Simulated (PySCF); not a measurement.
# ZnBi: from the state search to spectroscopic constants

An exercise on one series of results from a longer session: the logs are not shown, and one member is left open.

Program: PySCF 2.14.0. Level of theory: Zn def2-SVP, Bi def2-SVP with ECP60, scalar-relativistic core potentials. These are calculated values, not measurements.

Set-up of the first run:

A driver script around PySCF takes these settings:

```yaml
atoms: Zn, Bi
charge: 0
basis: Zn def2-SVP, Bi def2-SVP with ECP60
Hamiltonian: scalar-relativistic core potentials
basis_functions: 57
electrons_treated: 53
masses_in_u: 63.9291, 208.9804
levels: PBE0, PBE, r²SCAN, B3LYP, PW91, r²SCAN0, LC-ωPBE, HF, MP2, SCS-MP2
grid: 80 radial by 434 angular points
occupations: held fixed by the projection of orbital angular momentum
dissociation_limit: Zn + Bi, each in its ground configuration
starting_distance_in_angstrom: 2.650
values_of_2S_to_try: 1, 3
```

Launch:

```sh
> OMP_NUM_THREADS=1 python dia.py task.json out
```

Steps of the session up to this table: Set-up; PBE0 along the bond; Higher solutions at PBE0; PBE (GGA); r²SCAN; B3LYP (global hybrid GGA); PW91 (GGA); r²SCAN0; LC-ωPBE; ROHF (mean field).

One table of the session follows, with a row left open; its other results are not shown here.

It belongs to the step «Constants by level of theory». 

| level | Re (Å) | ωe (cm⁻¹) | De (eV) | μ (D) |
| --- | --- | --- | --- | --- |
| PBE | 2.895 | 106.2 | 0.385 | -0.56 |
| PW91 | 2.886 | 108.0 | 0.403 | -0.56 |
| r²SCAN | 2.839 | 118.1 | 0.430 | -0.72 |
| B3LYP | 2.977 | 89.1 | 0.220 | -0.61 |
| PBE0 | 2.895 | 104.2 | 0.315 | -0.70 |
| r²SCAN0 | 2.857 | 113.3 | 0.361 | -0.84 |
| LC-ωPBE | ? | ? | ? | ? |

**Question.** Estimate the row for LC-ωPBE.

**Answer.** Re (Å): 2.814; ωe (cm⁻¹): 113.3; De (eV): 0.255; μ (D): -0.86. In the column «Re (Å)» it is the lowest.

De is counted to Zn + Bi in their ground configurations. No constants: ROHF (no minimum is bracketed among the points kept); ROHF-SCS-MP2 (no minimum is bracketed among the points kept).
